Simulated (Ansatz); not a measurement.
# Li: the cost of one run

Computed with Ansatz 0.2.0 (DFT PBEsol, scalar-relativistic, unless a step's input says otherwise).

## (1) Starting point

Symmetry: P6_3/mmc, No. 194, hexagonal system. Conventional cell: a = 3.111 Å, b = 3.111 Å, c = 5.093 Å, α = 90.00°, β = 90.00°, γ = 120.00°. Li (site symmetry -6m2) is surrounded by 12 Li at 3.11 to 3.12 Å.

As a file:

```cif
data_structure
_symmetry_space_group_name_H-M 'P6_3/mmc'
_symmetry_Int_Tables_number 194
_cell_length_a 3.1110
_cell_length_b 3.1110
_cell_length_c 5.0930
_cell_angle_alpha 90.000
_cell_angle_beta 90.000
_cell_angle_gamma 120.000
_cell_volume 42.69
loop_
_atom_site_label
_atom_site_type_symbol
_atom_site_symmetry_multiplicity
_atom_site_Wyckoff_symbol
_atom_site_fract_x
_atom_site_fract_y
_atom_site_fract_z
_atom_site_occupancy
Li1 Li 2 c 0.33333 0.66667 0.25000 1
```

The file gives the conventional cell by its symmetry; the runs use the cell typed in the input.

Atoms are numbered in the order of the input: Li1, Li2.

## (2) After the deformation

Space group P6_3/mmc before, P-1 after.

## (3) All-electron LAPW

input.yaml reads:

```yaml
crystal:
  lattice:
    - [3.1110021516, -0.0466650323, -0.0466650323]
    - [-1.5959141792, 2.7175394106, -0.0170805873]
    - [-0.076395, -0.076395, 5.093]
  atoms:
    - { symbol: Li, position: [0.3333333333, 0.6666666667, 0.25] }
    - { symbol: Li, position: [0.6666666667, 0.3333333333, 0.75] }
kpoints:
  mp_grid: { grid: [15, 15, 8] }
  band_path:
    path:
      - [0.0, 0.0, 0.0]
      - [0.0, 0.0, 0.5]
      - [-0.5, 0.5, 0.0]
      - [0.0, 0.0, 0.0]
      - [0.0, -0.5, 0.0]
      - [-0.5, 0.0, 0.5]
      - [0.0, 0.0, 0.0]
      - [-0.5, 0.0, 0.0]
      - [0.0, -0.5, 0.5]
    npoints: 5
scf:
  occupations: { method: fermi_dirac, width: 0.08 }
hamiltonian:
  xc: pbesol
  pseudopotentials: { kind: all_electron, lapw: { basis_error: 0.0005 } }
output:
  forces: true
  stress: true
  eigenvalues: true
```

Command:

```
$ ansatz run input.yaml --threads 1 --pin off --max-ram 3072MiB --backend cpu --events-out ev --progress --plain --runs-dir out
```

What time and memory should one allow on 1 thread of Arm Neoverse V1, shared host?

About 19 s, with a peak of 0.4 GiB.
